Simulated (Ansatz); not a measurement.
Write a Python script for the Ansatz DFT code, driven from Python that makes harmonic frequencies at the relaxed geometry of CH₅FNPSi, SMILES C=N[SiH](F)P. Settings (for the species named): PBE, cc-pVDZ basis, multiplicity 1.

`ch5fnpsi.xyz`
```text
10

C    -2.03200   -0.35730    0.18260
N    -0.96140   -0.11220    0.85310
Si    0.33790    0.62980   -0.02430
F     0.17320    0.23850   -1.56850
P     2.23220   -0.19720    0.72460
H    -2.18480   -0.13440   -0.89050
H    -2.88630   -0.82990    0.69590
H     0.27090    2.09990    0.12870
H     2.02030   -1.51990    0.27600
H     3.03010    0.18270   -0.37770
```

`freq_ch5fnpsi.py`
```python
# -*- coding: utf-8 -*-
'''Harmonic frequencies of CH5FNPSi at its relaxed geometry.'''

import itertools

import ansatz as az
from ase.data import atomic_numbers, covalent_radii
import numpy as np

mol = az.Crystal.molecule_from_extxyz('ch5fnpsi.xyz')

setup = mol.calculation()
setup = setup.basis(gaussian='cc-pVDZ').functional('pbe')
symbols = [site.symbol for site in mol.cartesian_sites]
start = np.array([site.position_ang for site in mol.cartesian_sites], dtype=float)
def progress(event):
    if event['event'] == 'relax_step':
        row = event['data']
        print(f'step {row["step"]:3d}  E = {row["lagrangian_ev"]:.6f} eV  largest force component {row["allowed_force_max_ev_ang"]:.4f} eV/A')


report = setup.relax(force_tolerance=0.003).session().plan().execute(on_event=progress).report
end = np.array(report['positions_ang'])

# pairs closer than 1.2 times the sum of covalent radii, before or after
radius = [covalent_radii[atomic_numbers[s]] for s in symbols]
span = lambda where, i, j: np.linalg.norm(where[i] - where[j])
bonded = [(i, j) for i, j in itertools.combinations(range(len(symbols)), 2) if min(span(start, i, j), span(end, i, j)) < 1.2 * (radius[i] + radius[j])]
print('pair        before    after (A)')
for i, j in bonded:
    print(f'{symbols[i]}{i}-{symbols[j]}{j}'.ljust(10), f'{span(start, i, j):8.4f} {span(end, i, j):8.4f}')

# frequencies need a stationary point, so they are taken at the relaxed geometry
minimum = az.Crystal.molecule()
for symbol, place in zip(symbols, end):
    minimum = minimum.atom(symbol, place.tolist())
vibrating = minimum.calculation().basis(gaussian='cc-pVDZ').functional('pbe').phonons(temperatures=(100, 500, 100))
vib = vibrating.run(threads=1, backend='cpu').report['vibrations']
sums = vib['harmonic_sums']
modes = [m['omega_inv_cm'] for m in sums['modes_at_gamma'] if m['rigid_motion'] == 'no']
print('frequencies (1/cm):', ' '.join(f'{w:.0f}' for w in modes))
print('imaginary modes:', sum(w < 0 for w in modes), ' zero-point energy:', round(sums['zero_point_energy_ev'], 4), 'eV')
print('T (K)   F_vib (eV)   S_vib (meV/K)   C_vib (meV/K)')
for row in zip(sums['temperatures_k'], sums['vibrational_free_energy_ev'], vib['entropy_ev_per_k'], vib['heat_capacity_ev_per_k']):
    print(f'{row[0]:6.1f} {row[1]:11.4f} {1000 * row[2]:13.4f} {1000 * row[3]:15.4f}')

# all hydrogen replaced by deuterium
heavier = vibrating.phonons(masses={'H': 2.014102}).run(threads=1, backend='cpu').report['vibrations']['harmonic_sums']
print('deuterated (1/cm):', ' '.join(f'{m["omega_inv_cm"]:.0f}' for m in heavier['modes_at_gamma'] if m['rigid_motion'] == 'no'))
print('zero-point energy falls by', round(sums['zero_point_energy_ev'] - heavier['zero_point_energy_ev'], 4), 'eV')
```

Output of `python freq_ch5fnpsi.py`:
```text
step   1  E = -22478.546826 eV  largest force component 2.5863 eV/A
step   2  E = -22478.745979 eV  largest force component 1.0054 eV/A
step   3  E = -22478.730948 eV  largest force component 1.3166 eV/A
step   4  E = -22478.811820 eV  largest force component 0.4285 eV/A
step   5  E = -22478.829047 eV  largest force component 0.2553 eV/A
step   6  E = -22478.843422 eV  largest force component 0.1892 eV/A
step   7  E = -22478.847500 eV  largest force component 0.1900 eV/A
step   8  E = -22478.848696 eV  largest force component 0.1862 eV/A
step   9  E = -22478.849378 eV  largest force component 0.1424 eV/A
step  10  E = -22478.850260 eV  largest force component 0.0619 eV/A
step  11  E = -22478.850568 eV  largest force component 0.0263 eV/A
step  12  E = -22478.850538 eV  largest force component 0.0465 eV/A
step  13  E = -22478.850652 eV  largest force component 0.0120 eV/A
step  14  E = -22478.850702 eV  largest force component 0.0112 eV/A
step  15  E = -22478.850608 eV  largest force component 0.0344 eV/A
step  16  E = -22478.850734 eV  largest force component 0.0071 eV/A
step  17  E = -22478.850776 eV  largest force component 0.0051 eV/A
step  18  E = -22478.850787 eV  largest force component 0.0063 eV/A
step  19  E = -22478.850790 eV  largest force component 0.0046 eV/A
step  20  E = -22478.850790 eV  largest force component 0.0029 eV/A
pair        before    after (A)
C0-N1        1.2868   1.2799
C0-H5        1.1066   1.1170
C0-H6        1.1030   1.1137
N1-Si2       1.7345   1.7683
Si2-F3       1.6015   1.6746
Si2-P4       2.1984   2.2725
Si2-H7       1.4796   1.5041
P4-H8        1.4127   1.4469
P4-H9        1.4128   1.4471
frequencies (1/cm): 88 112 130 168 229 365 436 515 612 661 690 764 794 848 1038 1060 1161 1446 1679 2167 2308 2324 2907 2993
imaginary modes: 0  zero-point energy: 1.5804 eV
T (K)   F_vib (eV)   S_vib (meV/K)   C_vib (meV/K)
 100.0      1.5730        0.2162          0.3259
 200.0      1.5356        0.5269          0.5989
 300.0      1.4683        0.8178          0.8449
 400.0      1.3727        1.0889          1.0407
 500.0      1.2512        1.3382          1.1939
deuterated (1/cm): 75 87 119 159 207 344 374 403 464 522 562 593 683 743 825 849 926 1062 1560 1638 1655 1670 2123 2232
zero-point energy falls by 0.3483 eV
```

Total energies depend on the basis set; only differences at equal settings carry meaning. The frequencies are harmonic and unscaled, in a modest basis. The result belongs to the one conformer reached from this start, and soft torsions count as harmonic oscillators. Wall time of the script: 5.6 min on 1 thread of Arm Neoverse V2, with other jobs on the host, peak memory 0.25 GiB.

(A comment or docstring line of the script was reworded after the run, the code is as it ran; lines on the test bed's own set-up are left out of the output.)
